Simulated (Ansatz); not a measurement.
**HPbNO4 in Ansatz: convergence with k mesh**

Input of the first run (k mesh 2 × 2 × 2); the others differ in this setting and in those tied to it:

input.yaml

```yaml
crystal:
  lattice:
    - [3.85404, 0.14384, 0.09012]
    - [-0.2532, 5.52698, 0.16471]
    - [-0.48197, -1.9272, 5.72025]
  atoms:
    - { symbol: H, position: [0.10913, 0.65718, 0.54463] }
    - { symbol: Pb, position: [0.61029, 0.52127, 0.151] }
    - { symbol: "N", position: [0.9158, 0.96263, 0.95867] }
    - { symbol: O, position: [0.01384, 0.13639, 0.88084] }
    - { symbol: O, position: [0.72398, 0.01057, 0.12858] }
    - { symbol: O, position: [0.00389, 0.73732, 0.87043] }
    - { symbol: O, position: [0.11927, 0.59324, 0.37651] }
hamiltonian:
  xc: pbe
  pseudopotentials: { kind: paw, azcp: { folder: soft_1 } }
kpoints:
  mp_grid: { grid: [2, 2, 2] }
scf:
  occupations: { method: fermi_dirac, width: 0.05 }
output:
  forces: true
  stress: true
  eigenvalues: true
```

Potentials or basis: Ansatz PAW soft_1.

Run with:

```bash
$ ansatz run input.yaml --threads 8 --pin off --max-ram 20480MiB --backend cpu --events-out ev --progress --plain --runs-dir out
```

The cell was built by a generator and needn't be a form met in nature.

Hardware: 8 threads of Intel(R) Xeon(R) 6975P-C (Granite Rapids), on a shared host.

Question: The values tried are 2 × 2 × 2, 3 × 2 × 2, 3 × 3 × 2, 4 × 3 × 3, 5 × 4 × 4, 6 × 5 × 4, 8 × 6 × 5, 10 × 7 × 7, 11 × 8 × 8, loosest first. From which on does the energy stay within 1 meV/atom of the tightest run that finished?

Answer: From 3 × 3 × 2 on.

| k mesh | energy less the tightest run, at zero smearing (meV/atom) | pressure (GPa) | largest force (eV/Å) | gap on the mesh (eV) | SCF cycles | CPU time (s) | peak memory (GiB) |
| --- | --- | --- | --- | --- | --- | --- | --- |
| 2 × 2 × 2 | 4.60 | 0.06 | 0.128 | 3.118 | 12 | 1.8 | 0.44 |
| 3 × 2 × 2 | 2.63 | 0.10 | 0.063 | 3.188 | 12 | 2.1 | 0.44 |
| 3 × 3 × 2 | -0.04 | 0.04 | 0.025 | 3.277 | 12 | 2.8 | 0.46 |
| 4 × 3 × 3 | -0.13 | 0.04 | 0.025 | 3.236 | 12 | 4.3 | 0.49 |
| 5 × 4 × 4 | 0.02 | 0.04 | 0.025 | 3.147 | 12 | 8.9 | 0.53 |
| 6 × 5 × 4 | 0.01 | 0.04 | 0.025 | 3.178 | 12 | 13 | 0.58 |
| 8 × 6 × 5 | -0.01 | 0.04 | 0.025 | 3.143 | 12 | 24 | 0.7 |
| 10 × 7 × 7 | 0.00 | 0.04 | 0.025 | 3.155 | 12 | 49 | 0.96 |
| 11 × 8 × 8 | 0.00 | 0.04 | 0.025 | 3.136 | 12 | 71 | 1.2 |

Against the tightest run, the pressure stays within 0.1 GPa from 2 × 2 × 2 on; the largest force stays within 0.005 eV/Å from 3 × 3 × 2 on. Not settled before the last step: the gap on the mesh (to 0.01 eV). Meshes of other sizes hit other points, so gaps and Fermi surfaces needn't settle smoothly. The tightest run that finished is the yardstick and may itself not be fully converged.

Caveat, for the tightest run too: odd divisions of the mesh miss points on the zone boundary, where band edges often lie, so the gap on the mesh can be too wide; the pressure holds a Pulay correction of +0.3 GPa for the finite cutoff; spin-orbit coupling is left out, which as a rule narrows the gap of such compounds by several tenths of an eV.
